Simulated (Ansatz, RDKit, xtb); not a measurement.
# C4H6GeSi: ranking a sample of isomers

Which of a sample of isomers of C4H6GeSi is the most stable in the gas at 298.15 K, and what are its properties? The sample is small against all isomers, and the most stable one of this formula need not be in it.

Plan: many cheap relaxations first (GFN2-xTB), then density-functional screening, relaxation at r2SCAN-D4/def2-SVP, vibrations (at GFN2-xTB) and a final energy. The numbers are computed, not measured.

### Step 1. Drawing up candidates

Isomers were taken from a list of plausible structures; this is a sample, not all of them. That gives 3 candidates.

```
label                   SMILES     spin
 c158     C#C[SiH2][GeH2][C]#C  singlet
 c609      C#C[SiH]([GeH3])C#C  singlet
 c686  C#[C][GeH]([SiH3])[C]#C  singlet
```

Candidates are built by distance geometry, with a force field where one applies, in up to four conformers (letters a to d).

### Step 2. Search with GFN2-xTB

All 4 starts are relaxed the same way. One of them, c158b (taken from a list of positional isomers, embedded by distance geometry and UFF), in full:

start.xyz

```xyz
12
c158b
C      1.543581    -0.363318    -3.611868
C      0.890174    -0.712053    -2.591558
C     -1.192188    -0.185759     1.807371
C     -1.846515    -0.588249     2.802464
Ge    -0.148700     0.357269     0.425172
Si    -0.063013    -1.250942    -1.228264
H      2.136858    -0.002125    -4.377825
H     -1.422077    -1.584583    -1.645348
H      0.554110    -2.518699    -0.623169
H      1.308177     0.695932     0.887779
H     -0.789757     1.638613    -0.193716
H     -2.408003    -0.997131     3.630350
```

Run with:

```sh
xtb start.xyz --gfn 2 --opt
```

What it wrote (excerpt; [...] marks lines left out):

```text
* xtb version 6.7.1
[...]
          :  # basis functions                  42          :
[...]
          :  # electrons                        30          :
[...]
          :  Hamiltonian                  GFN2-xTB          :
[...]
          :  net charge                          0          :
          :  unpaired electrons                  0          :
[...]
   *** convergence criteria satisfied after 14 iterations ***
[...]
   *** GEOMETRY OPTIMIZATION CONVERGED AFTER 11 ITERATIONS ***
[...]
   *** convergence criteria satisfied after 3 iterations ***
[...]
         ::                     SUMMARY                     ::
         :::::::::::::::::::::::::::::::::::::::::::::::::::::
         :: total energy             -15.114741616101 Eh    ::
         :: gradient norm              0.000759586248 Eh/a0 ::
         :: HOMO-LUMO gap              4.324839916903 eV    ::
         ::.................................................::
         :: SCC energy               -15.440338291974 Eh    ::
         :: -> isotropic ES            0.014487010039 Eh    ::
         :: -> anisotropic ES         -0.000894588314 Eh    ::
         :: -> anisotropic XC          0.019500474127 Eh    ::
         :: -> dispersion             -0.008416116045 Eh    ::
         :: repulsion energy           0.325596675873 Eh    ::
         :: add. restraining           0.000000000000 Eh    ::
         :: total charge              -0.000000000000 e     ::
         :::::::::::::::::::::::::::::::::::::::::::::::::::::
[...]
        15        2.0000           -0.3822006             -10.4002 (HOMO)
        16                         -0.2232657              -6.0754 (LUMO)
[...]
     #   Z          covCN         q      C6AA      α(0)
     1   6 C        1.910    -0.074    33.113     9.293
     2   6 C        1.862    -0.125    34.657     9.509
     3   6 C        1.877    -0.084    33.423     9.338
     4   6 C        1.911    -0.089    33.545     9.354
     5  32 Ge       3.702     0.059   170.755    23.463
     6  14 Si       3.650     0.457    98.594    19.037
     7   1 H        0.928     0.077     2.011     2.218
     8   1 H        0.917    -0.094     5.354     3.619
     9   1 H        0.917    -0.094     5.350     3.618
    10   1 H        0.936    -0.051     4.123     3.175
    11   1 H        0.936    -0.051     4.109     3.169
    12   1 H        0.928     0.069     2.101     2.266
[...]
     #   Z sym  total        # sym  WBO       # sym  WBO       # sym  WBO
 ---------------------------------------------------------------------------
     1   6 C    3.971 --     2 C    2.908     7 H    0.966
     2   6 C    3.945 --     1 C    2.908     6 Si   0.938
     3   6 C    3.946 --     4 C    2.890     5 Ge   0.950
     4   6 C    3.973 --     3 C    2.890    12 H    0.965
     5  32 Ge   3.643 --     3 C    0.950    10 H    0.864    11 H    0.864
                             6 Si   0.726
     6  14 Si   3.642 --     2 C    0.938     9 H    0.869     8 H    0.869
                             5 Ge   0.726
     7   1 H    0.992 --     1 C    0.966
     8   1 H    0.991 --     6 Si   0.869
     9   1 H    0.991 --     6 Si   0.869
    10   1 H    0.997 --     5 Ge   0.864
    11   1 H    0.997 --     5 Ge   0.864
[...]
molecular dipole:
                 x           y           z       tot (Debye)
 q only:        0.088      -0.364      -0.499
   full:        0.046      -0.350      -0.408       1.371
molecular quadrupole (traceless):
[...]
          | TOTAL ENERGY              -15.114741616101 Eh   |
          | GRADIENT NORM               0.000759586248 Eh/α |
          | HOMO-LUMO GAP               4.324839916903 eV   |
           -------------------------------------------------
[...]
```

Run time: 0.09 s. Hardware: 2 threads of Intel Xeon 6975P-C (Granite Rapids), shared host.

### Step 3. What the search left

4 of the 4 relaxations converged. 4 distinct structures remain:

| label | start | SMILES after | spin | energy (kcal/mol) |
| --- | --- | --- | --- | --- |
| c686a | drawn | C#[C][GeH]([SiH3])[C]#C | singlet | 0.0 |
| c158b | drawn | C#C[SiH2][GeH2][C]#C | singlet | 1.0 |
| c158a | drawn | C#C[SiH2][GeH2][C]#C | singlet | 1.2 |
| c609a | drawn | C#C[SiH]([GeH3])C#C | singlet | 2.9 |

### Step 4. Second filter: single points

A choice of the minima (the low ones first, few conformers of a pattern, up to a cap) and the lowest that fell apart get a single point at r2SCAN-D4/def2-SVP on the tight-binding geometry, and one at HF/STO-3G for comparison. The lowest singlets are also tried as triplets at the same geometry (label ending in t). The first, c686a:

input.yaml

```yaml
crystal:
  periodic: [false, false, false]
  atoms:
    - {symbol: C, position_ang: [-1.963684, -1.591326, 2.488052]}
    - {symbol: C, position_ang: [-1.767915, -1.071356, 1.420952]}
    - {symbol: C, position_ang: [-0.088381, 0.971555, -0.033161]}
    - {symbol: C, position_ang: [0.783509, 1.786584, 0.117575]}
    - {symbol: Ge, position_ang: [-1.423505, -0.361834, -0.316017]}
    - {symbol: Si, position_ang: [-0.773990, -2.030655, -1.829688]}
    - {symbol: H, position_ang: [-2.145373, -2.026200, 3.430261]}
    - {symbol: H, position_ang: [-2.672307, 0.440882, -0.639864]}
    - {symbol: H, position_ang: [-1.874439, -2.976588, -2.015813]}
    - {symbol: H, position_ang: [0.389286, -2.744953, -1.305474]}
    - {symbol: H, position_ang: [-0.432826, -1.434213, -3.120934]}
    - {symbol: H, position_ang: [1.538190, 2.508284, 0.257298]}
basis:
  gaussian: {orbitals: def2-SVP}
hamiltonian: {xc: r2scan, dispersion: d4}
scf: {lower_state_search: off}
output: {orbitals: {seedname: orbitals}}
```

Run with:

```sh
ansatz run input.yaml --threads 2 --pin off --max-ram 5220MiB --events-out events.jsonl --progress --plain --runs-dir runs
```

What it wrote (excerpt; [...] marks lines left out):

```text
Warning: RAYON_NUM_THREADS=2 ignored (pool sized by the plan → 2); use --threads N
Functional definition: r2SCAN
  name "r2SCAN"
[...]
1527 factors; their error is unknown
[...]
mean field -68621.21002942 eV, -2521.7829554545 hartree, gradient 6.9e-6 eV, S^2 0.000000; 0 other end points of the search recorded, 0 dependent functions left out
reference -68621.21004175 eV, -2521.7829559076 hartree; 38, 38 occupied and 98, 98 virtual orbitals, 1527 factors
Total energy: -68621.28799163 eV, -2521.7858205130 hartree
Checks for a lower state left out: stability, starts, cluster_reference, orbital_swaps, neighbouring_geometries, increment
```

Run time: 1.9 s. Hardware: 2 threads of Intel Xeon 6975P-C (Granite Rapids), shared host; peak memory 0.2 GiB.

Relative energies in kcal/mol, each column from its lowest structure that stays in one piece:

| label | SMILES | spin | GFN2-xTB | HF/STO-3G | r2SCAN-D4/def2-SVP |
| --- | --- | --- | --- | --- | --- |
| c609a | C#C[SiH]([GeH3])C#C | singlet | 2.9 | 0.0 | 0.0 |
| c158b | C#C[SiH2][GeH2][C]#C | singlet | 1.0 | 0.5 | 4.1 |
| c158a | C#C[SiH2][GeH2][C]#C | singlet | 1.2 | 0.9 | 4.4 |
| c686a | C#[C][GeH]([SiH3])[C]#C | singlet | 0.0 | 1.1 | 9.1 |
| c609at | C#C[SiH]([GeH3])C#C | triplet | – | – | 115.0 |
| c158bt | C#C[SiH2][GeH2][C]#C | triplet | – | – | 118.5 |

### Step 5. Relaxing the best candidates

3 candidates are relaxed at r2SCAN-D4/def2-SVP (chosen among the lowest in one piece, one conformer a pattern). The first, c609a:

input.yaml

```yaml
crystal:
  periodic: [false, false, false]
  atoms:
    - {symbol: C, position_ang: [-3.727671, -0.190539, 0.395746]}
    - {symbol: C, position_ang: [-2.557712, -0.450158, 0.492472]}
    - {symbol: C, position_ang: [0.208676, 0.651754, 0.519713]}
    - {symbol: C, position_ang: [0.863066, 1.657544, 0.445239]}
    - {symbol: Ge, position_ang: [-0.227037, -2.276295, -1.254232]}
    - {symbol: Si, position_ang: [-0.768431, -0.920746, 0.581666]}
    - {symbol: H, position_ang: [-4.750155, 0.047426, 0.318449]}
    - {symbol: H, position_ang: [-0.516532, -1.581131, 1.872191]}
    - {symbol: H, position_ang: [-0.984946, -3.571444, -1.311101]}
    - {symbol: H, position_ang: [1.209236, -2.712262, -1.313042]}
    - {symbol: H, position_ang: [-0.467852, -1.669514, -2.603841]}
    - {symbol: H, position_ang: [1.428170, 2.543269, 0.388738]}
basis:
  gaussian: {orbitals: def2-SVP}
hamiltonian: {xc: {name: r2SCAN}, dispersion: d4}
scf: {lower_state_search: "off"}
relax: {f_tol: 0.006}
```

Run with:

```sh
ansatz run input.yaml --threads 2 --pin off --max-ram 5220MiB --events-out events.jsonl --progress --plain --runs-dir runs
```

What it wrote (excerpt; [...] marks lines left out):

```text
Warning: RAYON_NUM_THREADS=2 ignored (pool sized by the plan → 2); use --threads N
[...]
[... 2 set-up lines as earlier in the session ...]
[...]
1527 factors; their error is unknown
[...]
mean field -68621.60271996 eV, -2521.7973865657 hartree, gradient 1.7e-6 eV, S^2 0.000000; 0 other end points of the search recorded, 0 dependent functions left out
[...]
reference -68621.60273251 eV, -2521.7973870269 hartree; 38, 38 occupied and 98, 98 virtual orbitals, 1527 factors
relax step   1: F+E_penalty+E_count = -68621.68138423 eV  Δ(F+E_penalty+E_count) = +0.000e0 eV  max|allowed force component| = 2.269e0 eV/Å  Δτ_max = 0.0000 Å  (16 SCF iters, accepted)
[...]
relax step   5: F+E_penalty+E_count = -68621.86431626 eV  Δ(F+E_penalty+E_count) = -2.488e-4 eV  max|allowed force component| = 1.026e-2 eV/Å  Δτ_max = 0.0213 Å  (21 SCF iters, accepted)
[...]
Atom 3 at     0.920196     1.631074     0.417663 Å, force     0.000154    -0.000261    -0.000243 eV/Å
Atom 4 at    -0.223013    -2.274627    -1.275865 Å, force     0.000897    -0.001807    -0.002579 eV/Å
Atom 5 at    -0.786839    -0.893582     0.580188 Å, force    -0.000753     0.001296     0.001907 eV/Å
Atom 6 at    -4.811494    -0.024153     0.292033 Å, force    -0.000048    -0.000344    -0.000133 eV/Å
Atom 7 at    -0.515127    -1.598302     1.866781 Å, force     0.000031    -0.000134     0.000169 eV/Å
Atom 8 at    -1.052324    -3.568054    -1.248234 Å, force     0.000324     0.000667    -0.000046 eV/Å
Atom 9 at     1.268178    -2.643376    -1.233818 Å, force    -0.000480     0.000600     0.000292 eV/Å
Atom 10 at    -0.512921    -1.527021    -2.584976 Å, force     0.000143     0.000115     0.000711 eV/Å
Atom 11 at     1.531759     2.513191     0.344989 Å, force     0.000474    -0.000581    -0.000422 eV/Å
Dipole moment:    -0.041357     0.104795    -0.044506 e Å
Checks for a lower state left out: stability, starts, cluster_reference, orbital_swaps, neighbouring_geometries, increment
```

Run time: 14 s. Hardware: 2 threads of Intel Xeon 6975P-C (Granite Rapids), shared host; peak memory 0.2 GiB.

Energy change by step (eV): 0.0000, -0.1712, -0.1815, -0.1827, -0.1829, -0.1830.

After the run. Bond lengths: C1–C2 1.221 Å, C3–C4 1.221 Å, C2–Si6 1.831 Å, C3–Si6 1.831 Å, Ge5–Si6 2.381 Å, C1–H7 1.076 Å, Si6–H8 1.492 Å, Ge5–H9 1.537 Å, Ge5–H10 1.537 Å, Ge5–H11 1.535 Å, C4–H12 1.076 Å. Some angles: C1–C2–Si6 177.3°, C4–C3–Si6 177.4°, C2–Si6–C3 110.2°, C2–Si6–Ge5 108.7°, C3–Si6–Ge5 108.8°, C2–C1–H7 179.5°, C3–C4–H12 179.5°, C2–Si6–H8 109.2°, C3–Si6–H8 109.1°, Ge5–Si6–H8 110.8°.

### Step 6. The relaxed candidates

```csv
label,spin,r2SCAN-D4/def2-SVP (kcal/mol),"r2SCAN-D4/def2-SVP, relaxed (kcal/mol)",time
c609a,singlet,0.0,0.0,14 s
c158b,singlet,4.1,4.9,13 s
c686a,singlet,9.1,10.1,22 s
```

c609a: Bond lengths: C1–C2 1.221 Å, C3–C4 1.221 Å, C2–Si6 1.831 Å, C3–Si6 1.831 Å, Ge5–Si6 2.381 Å, C1–H7 1.076 Å, Si6–H8 1.492 Å, Ge5–H9 1.537 Å, Ge5–H10 1.537 Å, Ge5–H11 1.535 Å, C4–H12 1.076 Å. Some angles: C1–C2–Si6 177.3°, C4–C3–Si6 177.4°, C2–Si6–C3 110.2°, C2–Si6–Ge5 108.7°, C3–Si6–Ge5 108.8°, C2–C1–H7 179.5°, C3–C4–H12 179.5°, C2–Si6–H8 109.2°, C3–Si6–H8 109.1°, Ge5–Si6–H8 110.8°.

c158b: Bond lengths: C1–C2 1.222 Å, C3–C4 1.221 Å, C3–Ge5 1.901 Å, C2–Si6 1.831 Å, Ge5–Si6 2.384 Å, C1–H7 1.076 Å, Si6–H8 1.492 Å, Si6–H9 1.492 Å, Ge5–H10 1.535 Å, Ge5–H11 1.535 Å, C4–H12 1.076 Å. Some angles: C1–C2–Si6 177.2°, C4–C3–Ge5 176.9°, C3–Ge5–Si6 107.7°, C2–Si6–Ge5 108.4°, C2–C1–H7 179.5°, C3–C4–H12 179.3°, C3–Ge5–H10 108.4°, C3–Ge5–H11 108.4°, Si6–Ge5–H10 111.5°, Si6–Ge5–H11 111.5°.

c686a: Bond lengths: C1–C2 1.220 Å, C3–C4 1.220 Å, C2–Ge5 1.900 Å, C3–Ge5 1.900 Å, Ge5–Si6 2.383 Å, C1–H7 1.076 Å, Ge5–H8 1.535 Å, Si6–H9 1.493 Å, Si6–H10 1.492 Å, Si6–H11 1.493 Å, C4–H12 1.076 Å. Some angles: C1–C2–Ge5 176.7°, C4–C3–Ge5 176.7°, C2–Ge5–C3 108.7°, C2–Ge5–Si6 108.8°, C3–Ge5–Si6 108.8°, C2–C1–H7 179.2°, C3–C4–H12 179.2°, C2–Ge5–H8 108.4°, C3–Ge5–H8 108.4°, Si6–Ge5–H8 113.5°.

(Part 1 of 2 ends here.)
